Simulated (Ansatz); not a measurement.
# PdTe: the cost of one run

Method: DFT PBEsol+U (U_eff = 3 eV on Pd d), plane waves, PAW, in Ansatz 0.2.0.

## (1) The starting structure

Symmetry: P6_3/mmc, No. 194, hexagonal system. Conventional cell: a = 4.152 Å, b = 4.152 Å, c = 5.672 Å, α = 90.00°, β = 90.00°, γ = 120.00°. Te (site symmetry -6m2) is surrounded by 6 Pd at 2.79 Å. Around Pd (site symmetry -3m) lie 6 Te at 2.79 Å and 2 Pd at 2.84 Å.

Structure file:

```xyz
8
Lattice="4.1521 0.0000 0.0000 -2.0760 3.5958 5.6719 0.0000 0.0000 11.3438" Properties=species:S:1:pos:R:3 pbc="T T T"
Te    0.0000    2.3972   12.7618
Te    2.0760    1.1986    4.2539
Pd    0.0000    0.0000    0.0000
Pd    0.0000    0.0000    2.8359
Te    0.0000    2.3972    7.0899
Te    2.0760    1.1986    9.9258
Pd    0.0000    0.0000    5.6719
Pd    0.0000    0.0000    8.5078
```

Magnetic order typed: antiferromagnetic, doubled cell 0 1/2 1/2.

## (2) From atoms, symmetry kept, no search

input.yaml

```yaml
crystal:
  lattice:
    - [4.15209743, 0.0, 0.0]
    - [-2.07604871, 3.59582185, 5.6718989]
    - [0.0, 0.0, 11.3437978]
  atoms:
    - { symbol: Te, position: [0.3333333333, 0.6666666667, 0.7916666667] }
    - { symbol: Te, position: [0.6666666667, 0.3333333333, 0.2083333334] }
    - { symbol: Pd, position: [0.0, 0.0, 0.0], spin: 2.0 }
    - { symbol: Pd, position: [0.0, 0.0, 0.25], spin: 2.0 }
    - { symbol: Te, position: [0.3333333333, 0.6666666667, 0.2916666666] }
    - { symbol: Te, position: [0.6666666667, 0.3333333333, 0.7083333334] }
    - { symbol: Pd, position: [0.0, 0.0, 0.5], spin: -2.0 }
    - { symbol: Pd, position: [0.0, 0.0, 0.75], spin: -2.0 }
basis:
  ecutwfc: 420
  ecutrho_ratio: 4
kpoints:
  mp_grid: { grid: [5, 5, 5] }
hamiltonian:
  xc: pbesol
  hubbard:
    sites:
      - { site: 2, l: d, u_eff: 3.0 }
      - { site: 3, l: d, u_eff: 3.0 }
      - { site: 6, l: d, u_eff: 3.0 }
      - { site: 7, l: d, u_eff: 3.0 }
scf:
  occupations: { method: gaussian, width: 0.05 }
  lower_state_search: "off"
  max_iter: 150
output:
  forces: true
  stress: true
  eigenvalues: true
  populations: true
  hubbard:
    sites:
      - { site: 2, l: d }
      - { site: 3, l: d }
      - { site: 6, l: d }
      - { site: 7, l: d }
magnetization:
  spin_polarized: true
```

Launch:

```sh
ansatz run input.yaml --threads 4 --pin off --max-ram 6144MiB --backend cpu --events-out ev --progress --plain --runs-dir out
```

Q: Estimate wall time and peak memory on 4 threads of Arm Neoverse V1, shared host.

About 29 s, with a peak of 1 GiB.
